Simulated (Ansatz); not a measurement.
# GaH₅Se: small, medium and large basis sets

One table from this session's results is given with a row withheld; the runs are named, their logs left out.

Method: one geometry, several basis sets; program: Ansatz 0.2.0, Gaussian basis.

The runs, in order: PBE0-D4/def2-SVP; ωB97M-V/def2-SVP; PBE0-D4/def2-QZVPP; ωB97M-V/def2-QZVPP; the functionals' def2-TZVPP values are taken from earlier runs.

## The relaxed structure

The geometry comes from an earlier relaxation with PBE0-D4 in a triple-zeta def2 set; it is a stationary point, not always the lowest conformer.

SMILES `[GaH3-][SeH2+]`, 7 atoms, charge 0, spin multiplicity 1.

Atoms are counted from 1 here; the program's logs count them from 0.

Bond lengths: Ga1–Se2 2.713 Å, Ga1–H3 1.575 Å, Ga1–H4 1.575 Å, Ga1–H5 1.574 Å, Se2–H6 1.469 Å, Se2–H7 1.469 Å. Angles: Se2–Ga1–H3 94.5°, Se2–Ga1–H4 94.5°, Se2–Ga1–H5 98.0°, H3–Ga1–H4 118.9°, H3–Ga1–H5 119.1°, H4–Ga1–H5 119.1°, Ga1–Se2–H6 97.0°, Ga1–Se2–H7 97.0°, H6–Se2–H7 91.5°.

The first run:

in.yaml

```yaml
crystal:
  periodic: [false, false, false]
  atoms:
    - {symbol: Ga, position_ang: [-0.804607, -0.664946, -0.554203]}
    - {symbol: Se, position_ang: [0.775784, 0.591770, 1.257714]}
    - {symbol: H, position_ang: [-0.367357, -2.113220, -0.115902]}
    - {symbol: H, position_ang: [-2.145611, -0.068507, 0.017423]}
    - {symbol: H, position_ang: [-0.183410, -0.039684, -1.858729]}
    - {symbol: H, position_ang: [2.053401, 0.356330, 0.572923]}
    - {symbol: H, position_ang: [0.671800, 1.938257, 0.680775]}
basis:
  gaussian: {orbitals: def2-SVP}
hamiltonian: {xc: pbe0, dispersion: d4}
output: {orbitals: {seedname: orbitals}}
```

The run is started by

```
$ ansatz run in.yaml --threads 2 --pin off --events-out ev --progress --plain --max-ram 32768MiB --backend cpu
```

Among the steps run: PBE0-D4 in def2-SVP; ωB97M-V in def2-SVP; PBE0-D4 in def2-QZVPP; ωB97M-V in def2-QZVPP.

One of the session's tables, all rows but one given; the rest of the session is left out.

```
functional       basis  HOMO (eV)
   PBE0-D4    def2-SVP      -7.83
   PBE0-D4  def2-TZVPP      -7.89
   PBE0-D4  def2-QZVPP      -7.89
   ωB97M-V    def2-SVP     -10.02
   ωB97M-V  def2-TZVPP     -10.13
   ωB97M-V  def2-QZVPP          ?
```

Estimate the missing values for ωB97M-V, def2-QZVPP.

As computed: HOMO (eV): -10.14. In the column «HOMO (eV)» it is the lowest.
